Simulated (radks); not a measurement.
**Excited configurations of Cr¹⁹⁺**

One table from this session's results is given with a row withheld; the runs are named, their logs left out.

The numbers are computed with radks (a radial shooting solver on a logarithmic mesh, Libxc functionals) version 1 (non-relativistic Kohn-Sham, PBEsol, spin-polarised, spherical densities, point nucleus; open shells are filled with parallel spins first), except any that are marked as measured or tabulated.

### The system

```
element       : chromium (Z = 24)
charge        : +19
electrons     : 5
configuration : [He] 2s2 2p1
```

Outer shells as boxes (Hund's rule):

Cr¹⁹⁺
```
[He] core
2s [↑↓]
2p [↑ ][  ][  ]
```

Set-up of the first run:

Input:

```text
Z 24
configuration [He] 2s2 2p1
relativity non-relativistic
functional pbe_sol,pbe_sol
spin polarised
nucleus point
```

Steps of the session up to this table: Ground configuration: [He] 2s2 2p1.

One of the session's tables, all rows but one given; the rest of the session is left out.

It belongs to the step «Ground configuration: [He] 2s2 2p1». Sizes of the orbitals, from the radial functions (bohr):

| level | <r> | outermost maximum (interpolated) | 90 % within |
| --- | --- | --- | --- |
| 1s up | 0.06390 | 0.0422 | 0.114 |
| 1s down | 0.06384 | 0.0422 | 0.114 |
| 2s up | ? | ? | ? |
| 2s down | 0.2710 | 0.233 | 0.414 |
| 2p up | 0.2312 | 0.183 | 0.372 |
| 2p down | 0.2323 | 0.184 | 0.374 |

Q: Estimate the row for 2s up from the others.

As computed: <r>: 0.2701; outermost maximum (interpolated): 0.232; 90 % within: 0.413. In the column «<r>» it lies between 2p down (0.2323) and 2s down (0.2710).

Limits of these values: Open shells are spherical and high-spin; term and fine-structure splittings are not resolved.
